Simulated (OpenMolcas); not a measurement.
# Si: a chain of runs

Aim: a series of 9 runs (ROHF/cc-pVDZ, CASSCF(4,4)/cc-pVDZ, CASPT2(4,4)/cc-pVDZ, CASPT2[IPEA 0](4,4)/cc-pVDZ, SC-NEVPT2(4,4)/cc-pVDZ, PC-NEVPT2(4,4)/cc-pVDZ, MC-PDFT[tPBE](4,4)/cc-pVDZ, MC-PDFT[ftPBE](4,4)/cc-pVDZ, and more) of Si. 

The results are computed with OpenMolcas 26.06.

52 further runs of the same task are left out: 52 set aside as unsound or not needed.

### 1 A single-point energy at ROHF/cc-pVDZ (run 1)

Input file step1.input:

```
* Si Hartree-Fock
&GATEWAY
BasLib = $CurrDir
Coord
1
angstrom
Si       0.000000       0.000000       0.000000
Basis = cc-pVDZ
Group = NoSym
&SEWARD
&SCF
UHF
Spin = 3
PrOrbitals = 0
&RASSCF
FileOrb = $Project.UnaOrb
Spin = 3
Nactel = 2 0 0
Inactive = 6
Ras2 = 2
OutOrbitals = Canonical
OrbListing = Nothing
```

The basis set cc-pVDZ is read from a file made from the Basis Set Exchange's data (not shown).

Launch:

```console
export MOLCAS_MEM=1860
pymolcas step1.input > step1.log
```

The log of the run:

```text
--- Start Module: gateway ---
[...]
--- Stop Module: gateway /rc=_RC_ALL_IS_WELL_ ---
[...]
      Basis functions           18
[...]
--- Start Module: scf ---
[...]
       Convergence after  19 Iterations
[...]
::    Total SCF energy                               -288.8500765667
[...]
      Total spin, S                                     1.0036455506
[...]
--- Stop Module: scf /rc=_RC_ALL_IS_WELL_ ---
[...]
--- Start Module: rasscf ---
[...]
      Number of active orbitals                  2
[...]
      Spin quantum number                      1.0
[...]
      Active orbitals                            2
[...]
      Number of CSFs                             1
[...]
      Number of root(s) required                 1
[...]
      Convergence after  7 iterations
[...]
      printout of CI-coefficients larger than  0.05 for root  1
      energy=    -288.846437
      conf/sym  11     Coeff  Weight
             1  uu   1.00000 1.00000
      Natural orbitals and occupation numbers for root  1
      sym 1:   1.000000   1.000000
      ************************************************************************************************************************
      *                                                    Final results                                                     *
[...]
::    RASSCF root number  1 Total energy:   -288.84643692
[...]
      Total electronic charge=   14.000000
      Total            charge=   -0.000000
[...]
      Dipole Moment (debye):
      Origin of the operator (angstrom)=    0.0000    0.0000    0.0000
                   X= -3.1328E-13               Y=  6.8560E-14               Z=  1.2440E-13           Total=  3.4398E-13
      Quadrupole Moment (debye*angstrom):
[...]
--- Stop Module: rasscf /rc=_RC_ALL_IS_WELL_ ---
[...]
```

It took 7.5 s on 1 thread of AMD EPYC 7R43 (Zen 3), shared host; peak memory 0.36 GiB.

### 2 The Si atom: a single-point energy at CASSCF(4,4)/cc-pVDZ (run 2)

Input file step2.inp:

```
&GATEWAY
  BasLib = $CurrDir
  Coord
  1
  angstrom
  Si       0.000000       0.000000       0.000000
  Basis = cc-pVDZ
  Group = NoSym

&SEWARD

&RASSCF
  FileOrb = $CurrDir/step1.RasOrb
  Spin = 3
  Nactel = 4 0 0
  Inactive = 5
  Ras2 = 4
  OrbListing = Nothing
```

The basis set cc-pVDZ is read from a file made from the Basis Set Exchange's data (not shown).

Launch:

```console
export MOLCAS_MEM=1860
pymolcas step2.inp > step2.log
```

The log of the run:

```text
--- Start Module: gateway ---
[...]
--- Stop Module: gateway /rc=_RC_ALL_IS_WELL_ ---
--- Start Module: seward ---
[...]
      Basis functions           18
--- Stop Module: seward /rc=_RC_ALL_IS_WELL_ ---
[...]
--- Start Module: rasscf ---
[...]
      Number of active orbitals                  4
[...]
      Spin quantum number                      1.0
[...]
      Active orbitals                            4
[...]
      Number of CSFs                            15
[...]
      Number of root(s) required                 1
[...]
      Convergence after  8 iterations
[...]
      printout of CI-coefficients larger than  0.05 for root  1
      energy=    -288.859676
      conf/sym  1111     Coeff  Weight
             1  2uu0  -0.99005 0.98019
            15  0uu2   0.14075 0.01981
      Natural orbitals and occupation numbers for root  1
      sym 1:   1.960381   1.000000   1.000000   0.039619
      ************************************************************************************************************************
      *                                                    Final results                                                     *
[...]
::    RASSCF root number  1 Total energy:   -288.85967553
[...]
      Total electronic charge=   14.000000
      Total            charge=   -0.000000
[...]
      Dipole Moment (debye):
      Origin of the operator (angstrom)=    0.0000    0.0000    0.0000
                   X= -1.2889E-13               Y=  3.2131E-14               Z=  2.5045E-14           Total=  1.3518E-13
      Quadrupole Moment (debye*angstrom):
[...]
--- Stop Module: rasscf /rc=_RC_ALL_IS_WELL_ ---
[...]
```

Wall time 5.1 s (1 thread of AMD EPYC 7R43 (Zen 3), shared host); peak memory 0.37 GiB.

Runs 3 to 8 aren't shown in full; the table further down has their settings and results.

### 3 The Si atom: a single-point energy at MRCI(4,4)/cc-pVDZ (run 9)

Input file step9.inp:

```
>>> EXPORT MOLCAS_PRINT=2

&GATEWAY
 BasLib
 $CurrDir
 Coord
 1
 angstrom
 Si       0.000000       0.000000       0.000000
 Basis
 cc-pVDZ
 Group
 NoSym

&SEWARD

&RASSCF
 FileOrb
 $CurrDir/step2.RasOrb
 Spin
 3
 Nactel
 4 0 0
 Inactive
 5
 Ras2
 4
 OrbListing
 Nothing

&MOTRA
 LumOrb
 Frozen
 5

&GUGA
 Electrons
 4
 Spin
 3
 Inactive
 0
 Active
 4
 CIAll
 1

&MRCI
 SDCI
```

The basis set cc-pVDZ is read from a file made from the Basis Set Exchange's data (not shown).

Launch:

```console
export MOLCAS_MEM=1860
pymolcas step9.inp > step9.log
```

The log of the run:

```text
--- Start Module: gateway ---
[...]
--- Stop Module: gateway /rc=_RC_ALL_IS_WELL_ ---
[...]
      Basis functions           18
[...]
      Number of active orbitals                  4
[...]
      Spin quantum number                      1.0
[...]
      Active orbitals                            4
[...]
      Number of CSFs                            15
[...]
      Number of root(s) required                 1
[...]
      Convergence after  4 iterations
[...]
      printout of CI-coefficients larger than  0.05 for root  1
      energy=    -288.859676
      conf/sym  1111     Coeff  Weight
             1  2uu0  -0.99005 0.98019
            15  0uu2   0.14075 0.01981
      Natural orbitals and occupation numbers for root  1
      sym 1:   1.960381   1.000000   1.000000   0.039619
      ************************************************************************************************************************
      *                                                    Final results                                                     *
[...]
::    RASSCF root number  1 Total energy:   -288.85967553
[...]
      Dipole Moment (debye):
      Origin of the operator (angstrom)=    0.0000    0.0000    0.0000
                   X= -6.0256E-14               Y=  4.4068E-14               Z=  3.4798E-14           Total=  8.2363E-14
      Quadrupole Moment (debye*angstrom):
[...]
      *** WARNING: Default frozen orbitals is overwritten by user input.
      *** Default values:   2
[...]
--- Start Module: guga ---
[...]
--- Stop Module: guga /rc=_RC_ALL_IS_WELL_ ---
--- Start Module: mrci ---
[...]
       (But an ACPF correction will be computed)
       USE THE DEFAULT ACPF G-VALUE GFAC=  0.50000000000000000
[...]
                      CI ENERGY:  -288.91462280
[...]
                ACPF CORRECTION:    -0.00139588
[...]
      Total electronic charge=   14.000000
      Total            charge=   -0.000000
[...]
     ACPF CORRECTION:     -0.00139588
[...]
  CI State   1     Total energy:   -288.91462280     QDav:     -0.00286453     QACPF:     -0.00139588
[...]
--- Stop Module: mrci /rc=_RC_ALL_IS_WELL_ ---
[...]
```

It took 6.3 s on 1 thread of AMD EPYC 7R43 (Zen 3), shared host; peak memory 0.36 GiB.

### 4 The series

```
run                        level   active rule  inactive  energy (Eh)  dipole moment (D) of the reference  wall time
  1                 ROHF/cc-pVDZ             –         –  -288.846437                                0.00      7.5 s
  2          CASSCF(4,4)/cc-pVDZ  full valence         5  -288.859676                                0.00      5.1 s
  3          CASPT2(4,4)/cc-pVDZ  full valence         5  -288.897904                                0.00      5.4 s
  4  CASPT2[IPEA 0](4,4)/cc-pVDZ  full valence         5  -288.905684                                0.00      5.4 s
  5       SC-NEVPT2(4,4)/cc-pVDZ  full valence         5  -288.900983                                0.00      5.4 s
  6       PC-NEVPT2(4,4)/cc-pVDZ  full valence         5  -288.901135                                0.00      5.1 s
  7   MC-PDFT[tPBE](4,4)/cc-pVDZ  full valence         5  -289.213454                                0.00      5.7 s
  8  MC-PDFT[ftPBE](4,4)/cc-pVDZ  full valence         5  -289.278672                                0.00      5.7 s
  9            MRCI(4,4)/cc-pVDZ  full valence         5  -288.914623                                0.00      6.3 s
```

### 5 Summary of results

```
                                      quantity          value
                  Si atom, run 9: total energy  -288.91462 Eh
Si atom, run 9: dipole moment (CASSCF density)         0.00 D
```

What this shows: Below the ROHF energy at the same shape and in the same basis (cc-pVDZ): CASSCF(4,4) -13.2 mEh; CASPT2(4,4) -51.5 mEh; CASPT2[IPEA 0](4,4) -59.2 mEh; SC-NEVPT2(4,4) -54.5 mEh; PC-NEVPT2(4,4) -54.7 mEh; MRCI(4,4) -68.2 mEh. Active-space methods hold only the correlation inside their space unless a perturbation or CI step follows. All runs together took 52 s, the longest 7.5 s.
